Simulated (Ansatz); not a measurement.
# AgO: the cost of one run

Program: Ansatz 0.2.0. Level of theory: DFT LDA, scalar-relativistic, plane waves, PAW. These are calculated values, not measurements.

1 further run of the same task is left out (set aside as unsound or not needed).

### Step 1. Starting point

It takes space group F-43m (No. 216, cubic). Conventional cell: a = 4.816 Å, b = 4.816 Å, c = 4.816 Å, α = 90.00°, β = 90.00°, γ = 90.00°. Ag (site symmetry -43m) is surrounded by 4 O at 2.09 Å. Around O (site symmetry -43m) lie 4 Ag at 2.09 Å.

Coordinates:

```
Ag O
1.0
     0.00000    2.40800    2.40800
     2.40800    0.00000    2.40800
     2.40800    2.40800    0.00000
Ag O
1 1
Direct
  0.00000 0.00000 0.00000
  0.75000 0.75000 0.75000
```

The structure comes from the Crystallography Open Database.

(A quick probe on a coarse mesh, which set the mesh and smearing, is not shown.)

### Step 3. Full relaxation

input.yaml

```yaml
crystal:
  lattice:
    - [0.0, 2.408, 2.408]
    - [2.408, 0.0, 2.408]
    - [2.408, 2.408, 0.0]
  atoms:
    - { symbol: Ag, position: [0.0, 0.0, 0.0] }
    - { symbol: O, position: [0.75, 0.75, 0.75] }
basis:
  ecutwfc: 420
kpoints:
  mp_grid: { grid: [16, 16, 16] }
hamiltonian:
  xc: lda
scf:
  occupations: { method: gaussian, width: 0.1 }
output:
  forces: true
  stress: true
  eigenvalues: true
relax:
  adjacent_minimum: "off"
  f_tol: 0.005
  max_steps: 80
  cell: { stress_tol: 0.05 }
```

Command:

```console
$ ansatz run input.yaml --threads 1 --pin off --max-ram 3072MiB --backend cpu --events-out ev --progress --plain --runs-dir out
```

**Question.** How long does this run take on 1 thread of Arm Neoverse V1, shared host, and how much memory does it need?

About 48 s, with a peak of 0.36 GiB.
